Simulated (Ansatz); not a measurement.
# BeH+ (singlet): wave-function methods side by side at distance Be1–H2 = 1.222 Å, cc-pVQZ

One table from this session's results is given with a row withheld; the runs are named, their logs left out.

Computed with Ansatz 0.2.0, Gaussian basis. Level: cc-pVQZ, core rule «outside noble gas», up to 1 orbitals frozen.

Plan: UHF; CCSD(T) on RHF; BCCD(T) on RHF; Full CI.

41 further runs of the same task are left out: 21 for a known fault of the program, 15 that didn't finish, 5 set aside as unsound or not needed. Runs told in other sessions of the task aren't counted.

## What is computed

The geometry derives from a PBE0/def2-TZVP stationary point (not a proven minimum). One bond is set to the value named and the two fragments are kept rigid.

2 atoms, charge 1, spin multiplicity 1.

Atoms are counted from 1 here; the program's logs count them from 0.

Bond lengths: Be1–H2 1.222 Å.

Set-up of the first run:

File in.yaml:

```yaml
crystal:
  periodic: [false, false, false]
  atoms:
    - {symbol: Be, position_ang: [0.000000, 0.000000, 0.000000]}
    - {symbol: H, position_ang: [0.000000, 0.000000, 1.222000]}
basis:
  gaussian: {orbitals: cc-pVQZ}
total_charge: 1
magnetization: {spin_polarized: true, initial_magnetization: 0}
hamiltonian: {xc: hf}
output: {orbitals: {seedname: orbitals}}
```

Run with:

```
$ ansatz run in.yaml --threads 1 --pin off --events-out ev --progress --plain --max-ram 2393MiB
```

Among the steps run: UHF; CCSD(T) on RHF; BCCD(T) on RHF; Full CI.

One table of the session follows, with a row left open; its other results are not shown here.

```
  method  from FCI (meV)
     RHF         +1067.5
    RMP2               ?
   RCCSD             0.0
RCCSD(T)             0.0
 BCCD(T)             0.0
     FCI               0
```

Q: Estimate the row for RMP2 from the others.

**Answer.** from FCI (meV): +213.5. In the column «from FCI (meV)» it lies between FCI (0) and RHF (+1067.5).
